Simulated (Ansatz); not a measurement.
Crystal: NiMoIrPdW.

```
Ni Mo Pd Ir W
1.0
     2.76616    0.00000    0.00000
    -1.38308    2.39557    0.00000
     0.00000    0.00000   11.02292
Ni Mo Pd Ir W
1 1 1 1 1
Direct
  0.33333 0.66667 0.59712
  0.00000 0.00000 0.41074
  0.66667 0.33333 0.79520
  0.66667 0.33333 0.19960
  0.33333 0.66667 0.99734
```

The cell was built by a generator and needn't be a form met in nature.

Base run:

```yaml
Program: Ansatz 0.2.0
Functional: LDA
Potentials_or_basis: all-electron LAPW, scalar-relativistic
Cutoff: 259 eV
Density_cutoff: 1037 eV
Basis_error_allowed: 0.002 eV/atom
k_mesh: 8 × 8 × 2
Occupations: fermi-dirac, width 0.05 eV
Spin: collinear spin, ferromagnetic start
Starting_moments: "[1.0, 1.0, 0.0, 0.6, 0.0] μB"
```

Its results: pressure -14.2 GPa; net moment 0.00 μB per cell; largest force 0.128 eV/Å.

**Question.** After a change of settings the same cell gave: pressure 11.5 GPa; net moment 0.00 μB per cell; largest force 0.197 eV/Å. Which change was it?
A. functional from LDA to RPBE
B. functional from LDA to PBE; k mesh from 8 × 8 × 2 to 7 × 7 × 2
C. functional from LDA to BLYP
D. functional from LDA to PBE; potentials or basis from all-electron LAPW, scalar-relativistic to all-electron PAW datasets made for the crystal

**Answer.** C.

BLYP binds less tightly than LDA, so the same cell stands under more pressure.

Caveats: the k mesh is thin for a metal, which can move the energy by tens of meV per atom.

Not every run made on this cell is shown here.
